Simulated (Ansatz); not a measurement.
# AlH6NSSi: up Jacob's ladder to CCSD(T)

Aim: compute AlH6NSSi with functionals from several rungs and with coupled cluster. The yardstick is the atomisation energy at the CCSD(T) limit.

Program: Ansatz 0.2.0, Gaussian basis. Level of theory: functionals in def2-TZVPP, the program's frozen cores in correlated methods. These are calculated values, not measurements.

Plan: LDA (SPW92), PBE-D4, revPBE-D4, BLYP-D4, r2SCAN-D4, B97M-V, PBE0-D4, B3LYP-D4, r2SCANh-D4, r2SCAN0-D4, HSE06-D4, BHLYP-D4, CAM-B3LYP-D4, LC-ωPBE, ωB97X-V, ωB97M-V, B2PLYP, PBE-QIDH; CCSD(T)/def2-SVP; CCSD(T)/def2-TZVPP; MP2/def2-QZVPP; extrapolation to the limit; RPA on PBE.

## (1) The relaxed structure

An earlier PBE0-D4 in a triple-zeta def2 set relaxation fixed the geometry.

SMILES `[NH2][AlH][SiH2]S`, 10 atoms, charge 0, spin multiplicity 1.

Atoms are counted from 1 here; the program's logs count them from 0.

Bond lengths: N1–Al2 1.766 Å, N1–H5 1.007 Å, N1–H6 1.008 Å, Al2–Si3 2.448 Å, Al2–H7 1.587 Å, Si3–S4 2.162 Å, Si3–H8 1.493 Å, Si3–H9 1.490 Å, S4–H10 1.344 Å. Angles: Al2–N1–H5 124.9°, Al2–N1–H6 124.9°, H5–N1–H6 110.2°, N1–Al2–Si3 119.8°, N1–Al2–H7 118.1°, Si3–Al2–H7 122.0°, Al2–Si3–S4 107.2°, Al2–Si3–H8 115.2°, Al2–Si3–H9 113.7°, S4–Si3–H8 110.4°, S4–Si3–H9 103.1°, H8–Si3–H9 106.5°, Si3–S4–H10 95.3°.

As a file:

```xyz
10
charge 0, multiplicity 1
N    -0.8792    1.9396    0.9161
Al    0.2078    0.9898   -0.1011
Si    0.3551   -1.4338    0.2086
S     0.0842   -2.3428   -1.7338
H    -1.4495    1.5655    1.6573
H    -1.0328    2.9315    0.8264
H     1.0143    1.7428   -1.2420
H     1.6181   -1.9190    0.8394
H    -0.7642   -2.0053    1.0084
H     0.9294   -1.5193   -2.3761
```

## (2) LDA

This LDA is Slater exchange with PW92 correlation.

Input file in.yaml:

```yaml
crystal:
  periodic: [false, false, false]
  atoms:
    - {symbol: N, position_ang: [-0.879237, 1.939558, 0.916089]}
    - {symbol: Al, position_ang: [0.207837, 0.989758, -0.101133]}
    - {symbol: Si, position_ang: [0.355058, -1.433837, 0.208565]}
    - {symbol: S, position_ang: [0.084153, -2.342831, -1.733807]}
    - {symbol: H, position_ang: [-1.449472, 1.565500, 1.657277]}
    - {symbol: H, position_ang: [-1.032791, 2.931465, 0.826376]}
    - {symbol: H, position_ang: [1.014314, 1.742797, -1.242005]}
    - {symbol: H, position_ang: [1.618100, -1.919009, 0.839367]}
    - {symbol: H, position_ang: [-0.764249, -2.005268, 1.008417]}
    - {symbol: H, position_ang: [0.929386, -1.519332, -2.376147]}
basis:
  gaussian: {orbitals: def2-TZVPP}
hamiltonian: {xc: lda}
output: {orbitals: {seedname: orbitals}}
```

Command:

```sh
$ ansatz run in.yaml --threads 2 --pin off --events-out ev --progress --plain --max-ram 4352MiB
```

Further steps of the session: PBE-D4 (GGA); revPBE-D4 (GGA); BLYP-D4 (GGA); r2SCAN-D4 (meta-GGA); B97M-V (meta-GGA); PBE0-D4 (hybrid); B3LYP-D4 (hybrid); r2SCANh-D4 (hybrid); r2SCAN0-D4 (hybrid); HSE06-D4 (hybrid); BHLYP-D4 (hybrid); CAM-B3LYP-D4 (range-separated); LC-ωPBE (range-separated); ωB97X-V (range-separated); ωB97M-V (range-separated); B2PLYP (double hybrid); PBE-QIDH (double hybrid); CCSD(T) in def2-SVP; CCSD(T) in def2-TZVPP; MP2 in def2-QZVPP; RPA on PBE orbitals.

Q: Predict the results of all the runs planned. Wanted: atomisation energy, CCSD(T)/CBS; farthest beyond LDA; mean size of error, GGA; mean size of error, meta-GGA; mean size of error, hybrid; mean size of error, range-separated; mean size of error, double hybrid; gap, smallest and largest; T1 diagnostic.

The runs gave:

```
                               quantity                                               value
        atomisation energy, CCSD(T)/CBS                                       3005.1 kJ/mol
 functionals within 15.0 kJ/mol (0.5 %)  PBE-D4, r2SCAN-D4, B3LYP-D4, CAM-B3LYP-D4, ωB97M-V
                    farthest beyond LDA                             BHLYP-D4 (-73.9 kJ/mol)
                mean size of error, GGA                                         29.9 kJ/mol
           mean size of error, meta-GGA                                         17.7 kJ/mol
             mean size of error, hybrid                                         38.5 kJ/mol
    mean size of error, range-separated                                         18.8 kJ/mol
      mean size of error, double hybrid                                         56.1 kJ/mol
              gap, smallest and largest           3.66 eV (LDA (SPW92)), 10.24 eV (LC-ωPBE)
                          T1 diagnostic                                              0.0125
triples share of the correlation energy                                               3.8 %
```

**Reading.** LDA overbinds by 359.1 kJ/mol (12 %). PBE-D4 is off by -1.1 kJ/mol. Double hybrids carry the basis error of their MP2 part in triple zeta, and no dispersion term here, so their miss is partly the set-up's. Taken by rung, meta-GGA functionals do best (17.7 kJ/mol on average) and double hybrid ones worst beyond LDA (56.1 kJ/mol). The gap between the best rungs is small, so their order is not settled. The reference freezes the cores and leaves out relativity and excitations past (T), so misses under about 15.0 kJ/mol can't be ranked. Hartree-Fock recovers 71 % of the binding; the rest is correlation. CCSD(T) in def2-SVP is off by -251.8 kJ/mol, more than most functionals: a good method in a small basis is no reference. Orbital gaps span 3.7 to 10.2 eV; exact exchange widens them.
